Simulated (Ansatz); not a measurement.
# C2H3BBr2: one species, many methods

Aim: compute C2H3BBr2 with functionals from several rungs and with coupled cluster, and see how far each lands from CCSD(T) at the basis-set limit for the atomisation energy.

Method: functionals in def2-TZVPP, the program's frozen cores in correlated methods; program: Ansatz 0.2.0, Gaussian basis.

Plan: LDA (SPW92), PBE-D4, revPBE-D4, BLYP-D4, r2SCAN-D4, B97M-V, PBE0-D4, B3LYP-D4, r2SCANh-D4, r2SCAN0-D4, HSE06-D4, BHLYP-D4, CAM-B3LYP-D4, LC-ωPBE, ωB97X-V, ωB97M-V, B2PLYP, PBE-QIDH; CCSD(T)/def2-SVP; CCSD(T)/def2-TZVPP; MP2/def2-QZVPP; extrapolation to the limit; RPA on PBE.

## (1) Structure used throughout

All runs share one geometry, relaxed beforehand with PBE0-D4 in a triple-zeta def2 set.

SMILES `BrB1CC1Br`, 8 atoms, charge 0, spin multiplicity 1.

Atoms are counted from 1 here; the program's logs count them from 0.

Bond lengths: Br1–B2 1.863 Å, B2–C3 1.517 Å, B2–C4 1.517 Å, C3–C4 1.545 Å, C3–H6 1.087 Å, C3–H7 1.087 Å, C4–Br5 1.919 Å, C4–H8 1.083 Å. Angles: Br1–B2–C3 150.1°, Br1–B2–C4 147.9°, C3–B2–C4 61.2°, B2–C3–C4 59.4°, B2–C3–H6 122.1°, B2–C3–H7 119.0°, C4–C3–H6 114.4°, C4–C3–H7 118.6°, H6–C3–H7 112.9°, B2–C4–C3 59.4°, B2–C4–Br5 117.5°, B2–C4–H8 124.6°, C3–C4–Br5 118.5°, C3–C4–H8 116.9°, Br5–C4–H8 111.0°.

## (2) LDA

This LDA is Slater exchange with PW92 correlation.

in.yaml reads:

```yaml
crystal:
  periodic: [false, false, false]
  atoms:
    - {symbol: Br, position_ang: [-2.597223, -0.247236, 0.996956]}
    - {symbol: B, position_ang: [-0.839346, -0.215661, 0.382070]}
    - {symbol: C, position_ang: [0.644346, -0.042965, 0.648334]}
    - {symbol: C, position_ang: [0.107776, -0.118571, -0.798639]}
    - {symbol: Br, position_ang: [0.059719, 1.490759, -1.842845]}
    - {symbol: H, position_ang: [1.280748, -0.875908, 0.935097]}
    - {symbol: H, position_ang: [1.004911, 0.912767, 1.021347]}
    - {symbol: H, position_ang: [0.431170, -0.960286, -1.398119]}
basis:
  gaussian: {orbitals: def2-TZVPP}
hamiltonian: {xc: lda}
output: {orbitals: {seedname: orbitals}}
```

The run is started by

```console
ansatz run in.yaml --threads 4 --pin off --events-out ev --progress --plain --max-ram 10444MiB
```

The runs that follow: PBE-D4 (GGA); revPBE-D4 (GGA); BLYP-D4 (GGA); r2SCAN-D4 (meta-GGA); B97M-V (meta-GGA); PBE0-D4 (hybrid); B3LYP-D4 (hybrid); r2SCANh-D4 (hybrid); r2SCAN0-D4 (hybrid); HSE06-D4 (hybrid); BHLYP-D4 (hybrid); CAM-B3LYP-D4 (range-separated); LC-ωPBE (range-separated); ωB97X-V (range-separated); ωB97M-V (range-separated); B2PLYP (double hybrid); PBE-QIDH (double hybrid); CCSD(T) in def2-SVP; CCSD(T) in def2-TZVPP; MP2 in def2-QZVPP; RPA on PBE orbitals.

Before running them: what should the planned runs give, taken together? Wanted: atomisation energy, CCSD(T)/CBS; farthest beyond LDA; mean size of error, GGA; mean size of error, meta-GGA; mean size of error, hybrid; mean size of error, range-separated; mean size of error, double hybrid; gap, smallest and largest; T1 diagnostic.

As calculated:

```
                               quantity                                                                                       value
        atomisation energy, CCSD(T)/CBS                                                                                   30.019 eV
    functionals within 0.300 eV (1.0 %)  BLYP-D4, B97M-V, B3LYP-D4, r2SCANh-D4, r2SCAN0-D4, CAM-B3LYP-D4, LC-ωPBE, ωB97X-V, ωB97M-V
                    farthest beyond LDA                                                                          PBE-D4 (+1.236 eV)
                mean size of error, GGA                                                                                    0.558 eV
           mean size of error, meta-GGA                                                                                    0.399 eV
             mean size of error, hybrid                                                                                    0.444 eV
    mean size of error, range-separated                                                                                    0.073 eV
      mean size of error, double hybrid                                                                                    0.323 eV
              gap, smallest and largest                                                   2.93 eV (LDA (SPW92)), 10.14 eV (LC-ωPBE)
                          T1 diagnostic                                                                                      0.0095
triples share of the correlation energy                                                                                       4.0 %
```

What this shows: LDA overbinds by 5.187 eV (17 %). PBE-D4 is off by +1.236 eV. Double hybrids carry the basis error of their MP2 part in triple zeta, and no dispersion term here, so their miss is partly the set-up's. Taken by rung, range-separated functionals do best (0.073 eV on average) and GGA ones worst beyond LDA (0.558 eV). The reference freezes the cores and leaves out relativity and excitations past (T), and its outer-core shells are covered unevenly, so misses under about 0.300 eV can't be ranked. All levels share the lack of spin-orbit coupling, which lowers the free heavy atoms and so the true binding. Hartree-Fock recovers 73 % of the binding; the rest is correlation. CCSD(T) in def2-SVP is off by -1.456 eV, more than most functionals: a good method in a small basis is no reference. The gap grows from 2.9 to 10.1 eV across the functionals, mostly with the share of exact exchange. Correlated methods include outer-core shells of Br, which these sets cover unevenly.
